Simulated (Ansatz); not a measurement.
# FH₃SSn: one species, many methods

One table from this session's results is given with a row withheld; the runs are named, their logs left out.

Method: functionals in def2-TZVPP, the program's frozen cores in correlated methods; program: Ansatz 0.2.0, Gaussian basis.

Levels to be run: LDA (SPW92), PBE-D4, revPBE-D4, BLYP-D4, r2SCAN-D4, B97M-V, PBE0-D4, B3LYP-D4, r2SCANh-D4, r2SCAN0-D4, HSE06-D4, BHLYP-D4, CAM-B3LYP-D4, LC-ωPBE, ωB97X-V, ωB97M-V, B2PLYP, PBE-QIDH; CCSD(T)/def2-SVP; CCSD(T)/def2-TZVPP; CCSD(T)/def2-QZVPP; extrapolation to the limit; RPA on PBE.

1 further run of the same task is left out (it didn't finish).

## Structure used throughout

An earlier PBE0-D4 in a triple-zeta def2 set relaxation fixed the geometry. Sn takes the def2 core potential; no spin-orbit term is included.

SMILES `[F][SnH2][SH]`, 6 atoms, charge 0, spin multiplicity 1.

Atoms are counted from 1 here; the program's logs count them from 0.

Bond lengths: F1–Sn2 1.924 Å, Sn2–S3 2.380 Å, Sn2–H4 1.696 Å, Sn2–H5 1.699 Å, S3–H6 1.344 Å. Angles: F1–Sn2–S3 107.4°, F1–Sn2–H4 105.3°, F1–Sn2–H5 103.8°, S3–Sn2–H4 109.0°, S3–Sn2–H5 112.1°, H4–Sn2–H5 118.4°, Sn2–S3–H6 93.3°.

The first run:

Contents of in.yaml:

```yaml
crystal:
  periodic: [false, false, false]
  atoms:
    - {symbol: F, position_ang: [-1.940320, 0.027310, 0.559620]}
    - {symbol: Sn, position_ang: [-0.320129, -0.028486, -0.476055]}
    - {symbol: S, position_ang: [1.406187, -0.837051, 0.948616]}
    - {symbol: H, position_ang: [-0.609935, -1.170169, -1.696910]}
    - {symbol: H, position_ang: [-0.071652, 1.590279, -0.927441]}
    - {symbol: H, position_ang: [1.577849, 0.354116, 1.545969]}
basis:
  gaussian: {orbitals: def2-TZVPP}
hamiltonian: {xc: lda}
output: {orbitals: {seedname: orbitals}}
```

On the command line:

```console
$ ansatz run in.yaml --threads 2 --pin off --events-out ev --progress --plain --max-ram 22528MiB --backend cpu
```

Among the steps run: LDA; PBE-D4 (GGA); revPBE-D4 (GGA); BLYP-D4 (GGA); r2SCAN-D4 (meta-GGA); B97M-V (meta-GGA); B3LYP-D4 (hybrid); r2SCANh-D4 (hybrid); r2SCAN0-D4 (hybrid); HSE06-D4 (hybrid); BHLYP-D4 (hybrid); CAM-B3LYP-D4 (range-separated); LC-ωPBE (range-separated); ωB97X-V (range-separated); ωB97M-V (range-separated); B2PLYP (double hybrid); PBE-QIDH (double hybrid).

One of the session's tables, all rows but one given; the rest of the session is left out.

It belongs to the step «Orbital energies across the functionals». 

```
  functional  HOMO (eV)  gap (eV)
 LDA (SPW92)      -6.76      4.68
      PBE-D4      -6.63      4.79
   revPBE-D4          ?         ?
     BLYP-D4      -6.47      4.65
   r2SCAN-D4      -6.93      5.37
      B97M-V      -7.02      5.43
     PBE0-D4      -7.89      6.98
    B3LYP-D4      -7.63      6.40
  r2SCANh-D4      -7.39      6.16
  r2SCAN0-D4      -8.08      7.35
    HSE06-D4      -7.48      6.21
    BHLYP-D4      -8.99      8.99
CAM-B3LYP-D4      -9.21      9.27
     LC-ωPBE     -10.64     11.92
     ωB97X-V     -10.26     11.43
     ωB97M-V     -10.09     11.01
```

Estimate the missing values for revPBE-D4.

As computed: HOMO (eV): -6.58; gap (eV): 4.83. In the column «HOMO (eV)» it lies between PBE-D4 (-6.63) and BLYP-D4 (-6.47).
